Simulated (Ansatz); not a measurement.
# ClHZr: the cost of one run

The runs use Ansatz 0.2.0, Gaussian basis; def2-TZVPP, core rule «outside noble gas», up to 9 orbitals frozen.

Plan: UHF; ROHF; CCSD(T) on UHF.

2 further runs of the same task are left out: 2 set aside as unsound or not needed.

## Step 1: The geometry

The geometry is a PBE0/def2-TZVP stationary point (not a proven minimum). No spin-orbit coupling is included. Elements past krypton take def2 core potentials.

3 atoms, charge 0, spin multiplicity 3.

Atoms are counted from 1 here; the program's logs count them from 0.

Bond lengths: Zr1–Cl2 2.379 Å, Zr1–H3 1.933 Å. Angles: Cl2–Zr1–H3 180.0°.

## Step 2: UHF

in.yaml reads:

```yaml
crystal:
  periodic: [false, false, false]
  atoms:
    - {symbol: Zr, position_ang: [0.000000, 0.000000, 0.148733]}
    - {symbol: Cl, position_ang: [0.000000, 0.000000, -2.230367]}
    - {symbol: H, position_ang: [0.000000, 0.000000, 2.081633]}
basis:
  gaussian: {orbitals: def2-TZVPP}
magnetization: {spin_polarized: true, initial_magnetization: 2}
hamiltonian: {xc: hf}
output: {orbitals: {seedname: orbitals}}
```

The run is started by

```console
ansatz run in.yaml --threads 1 --pin off --events-out ev --progress --plain --max-ram 4096MiB --backend cpu
```

What time and memory should one allow on 1 thread of AMD EPYC 7R13, shared host?

About 9 s, with a peak of 0.28 GiB.
